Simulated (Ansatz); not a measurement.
**PBr in Ansatz: convergence with xc grid**

Input of the first run (xc grid 1); the others differ in this setting and in those tied to it:

The input input.yaml:

```yaml
crystal:
  lattice:
    - [4.938563, 0.0, 0.0]
    - [-2.06239, 5.194497, 0.0]
    - [-0.696781, -0.653765, 6.233256]
  atoms:
    - { symbol: Br, position: [0.665798, 0.855013, 0.242756] }
    - { symbol: Br, position: [0.334202, 0.144987, 0.757244] }
    - { symbol: P, position: [0.64072, 0.499757, 0.631871] }
    - { symbol: P, position: [0.35928, 0.500243, 0.368129] }
hamiltonian:
  xc: pbe
  pseudopotentials: { kind: paw, level: accurate }
kpoints:
  mp_grid: { grid: [5, 5, 4] }
scf:
  occupations: { method: gaussian, width: 0.05 }
output:
  forces: true
  stress: true
  eigenvalues: true
basis:
  xc_grid: 1
```

Potentials or basis: Ansatz PAW earlier set.

Launch:

```bash
$ ansatz run input.yaml --threads 2 --pin off --max-ram 5632MiB --backend cpu --events-out ev --progress --plain --runs-dir out
```

The cell comes from a database or a generator and needn't be the stable form of this composition.

Hardware: 2 threads of Arm Neoverse V2, with other jobs on the host.

```
xc grid  energy less the tightest run, at zero smearing (meV/atom)  SCF cycles  CPU time (s)  peak memory (GiB)
      1                                                       0.00           8            26               0.81
      2                                                       0.00           8            25               0.83
      3                                                       0.00           8            26               0.92
      4                                                       0.00           8            27                1.1
      5                                                       0.00           8            29                1.5
```

Against the tightest run, the energy stays within 1 meV/atom from 1 on. The tightest run that finished is the yardstick and may itself not be fully converged.

Caveat, for the tightest run too: odd divisions of the mesh miss points on the zone boundary, where band edges often lie, so the gap on the mesh can be too wide.
